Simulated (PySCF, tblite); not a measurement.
# C4H7NO2: geometry, infrared bands and NMR shifts

What infrared bands and NMR shifts should C4H7NO2 (`[H]/N=C(\C)COC=O`) show?

Programs: tblite 0.8.0 and PySCF 2.14.0, with density-fitted response routines of our own. Each step states its level of theory. These are calculated values for one molecule in the gas phase, unless marked as measured. Atoms are numbered from 0 throughout.

### 1 The molecule as given

14 atoms, charge 0, multiplicity 1; geometry from: force field or distance geometry start.

Bonds of the start (Å): C0–C1 1.52, C1–N2 1.28, C1–C3 1.52, C3–O4 1.42, O4–C5 1.35, C5–O6 1.22, C0–H7 1.10, C0–H8 1.09, C0–H9 1.09, N2–H10 1.02, C3–H11 1.09, C3–H12 1.12, C5–H13 1.09.

### 2 Optimising the geometry with GFN2-xTB

What the job is given:

```
{"job": {"kind": "relax", "xc": "GFN2-xTB", "basis": "xTB"}, "charge": 0, "multiplicity": 1}
C      1.595700     0.096400     0.741900
C      0.652000     0.095500    -0.450200
N      0.800500     0.928200    -1.415200
C     -0.438700    -0.962600    -0.490600
O     -1.720800    -0.432100    -0.786900
C     -2.259400     0.336400     0.182100
O     -1.776100     0.544600     1.286100
H      1.012100     0.205700     1.667100
H      2.303700     0.923000     0.680500
H      2.133800    -0.845800     0.775000
H      1.568100     1.573700    -1.246800
H     -0.181100    -1.686700    -1.269400
H     -0.481100    -1.525400     0.471300
H     -3.209400     0.748700    -0.167200
```

On the command line:

```bash
$ OMP_NUM_THREADS=1 python probes_run.py task.json out
```

The driver reads the jobs from task.json and runs them one after another.

**Question.** This job is followed by: GFN2-xTB harmonic vibrations, gas phase; GIAO PBE0/pcSseg-1 NMR shielding, non-relativistic, gas phase. What will the session give for the following? strongest single infrared mode (GFN2-xTB); zero-point energy (GFN2-xTB); ¹³C shifts against TMS (PBE0/pcSseg-1); ¹H shifts against TMS (PBE0/pcSseg-1, means over atoms taken as alike); ¹⁵N shifts against NH3 (PBE0/pcSseg-1); ¹⁷O shifts against H2O (PBE0/pcSseg-1); surface potential, 1st and 99th percentile.

As calculated:

| quantity | value |
| --- | --- |
| strongest single infrared mode (GFN2-xTB) | 1786 cm⁻¹, 443 km/mol |
| zero-point energy (GFN2-xTB) | 68.0 kcal/mol |
| ¹³C shifts against TMS (PBE0/pcSseg-1) | 175.0, 166.0, 69.5, 26.7 ppm |
| ¹H shifts against TMS (PBE0/pcSseg-1, means over atoms taken as alike) | 10.63, 8.15, 4.67, 1.91 ppm |
| ¹⁵N shifts against NH3 (PBE0/pcSseg-1) | 348.2 ppm |
| ¹⁷O shifts against H2O (PBE0/pcSseg-1) | 443.4, 206.5 ppm |
| surface potential, 1st and 99th percentile | -1.79 V and 1.38 V |

What this shows: The optimisation took 122 steps and gained 0.181 eV; among the close pairs (by a distance rule), C1–N2 changed most, from 1.283 to 1.254 Å. No mode is imaginary among the 36: a minimum at this level. The strongest single mode, at 1786 cm⁻¹, moves mainly C5 and O6. Unscaled tight-binding wavenumbers are off by several per cent, some by more. Its intensities can rank the bands wrongly. At PBE0/pcSseg-1: The widest tensor belongs to O6: span 694 ppm, with a paramagnetic part of -511 ppm.
